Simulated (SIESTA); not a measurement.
**HPbNO4 in SIESTA: the effect of functional**

Crystal: HPbNO4.

```
H Pb N O
1.0
     4.12040   -0.00081   -0.01120
     0.00404    6.42722    0.05360
     0.02791    3.20707    7.74994
H Pb N O
2 2 2 8
Direct
  0.90366 0.21821 0.48851
  0.40337 0.78177 0.51142
  0.39455 0.30863 0.70725
  0.89489 0.69135 0.29266
  0.63409 0.19990 0.20730
  0.13386 0.80012 0.79275
  0.90829 0.32866 0.54369
  0.53792 0.39076 0.19497
  0.53483 0.11279 0.10602
  0.83718 0.08887 0.32672
  0.40817 0.67132 0.45624
  0.03774 0.60924 0.80520
  0.03429 0.88737 0.89397
  0.33716 0.91101 0.67330
```

The cell was built by a generator and needn't be a form met in nature.

Alike in all runs:

```yaml
Program: SIESTA 5.4.2
Task: band structure
Basis: DZP (energy shift 0.003 Ry; two zetas on semicore shells)
Grid_cutoff: 800 Ry
Energy_shift: 0.003 Ry
k_mesh: 7 × 5 × 4
Occupations: fermi-dirac, width 0.05 eV
Spin: no spin polarisation
```

One run gave: gap on the mesh 3.24 eV; pressure 6.0 GPa; largest force 2.26 eV/Å. Which functional did it use?
A. BLYP
B. RPBE
C. LDA
D. AM05
E. PBEsol

A.

```tsv
functional	potentials or basis	gap on the mesh (eV)	pressure (GPa)	largest force (eV/Å)
LDA	PseudoDojo 0.4 standard (LDA files)	3.15	-2.8	1.02
PBEsol	PseudoDojo 0.4 standard (PBEsol files)	3.23	0.1	1.04
RPBE	PseudoDojo 0.4 standard (PBE files)	3.28	4.8	1.43
BLYP	PseudoDojo 0.4 standard (PBE files)	3.24	6.0	2.26
AM05	PseudoDojo 0.4 standard (PBEsol files)	3.24	0.7	0.89
```

Caveats: spin-orbit coupling is left out, which as a rule narrows the gap of such compounds by several tenths of an eV; the basis of atomic orbitals isn't converged, which shifts pressures, moduli and gaps; the potentials were made for another functional, which shifts forces and pressure (some runs); forces of over 1 eV/Å show positions far from the minimum, so gaps and moduli don't describe the material at rest (some runs).

Runs at the PBE level aren't shown here.
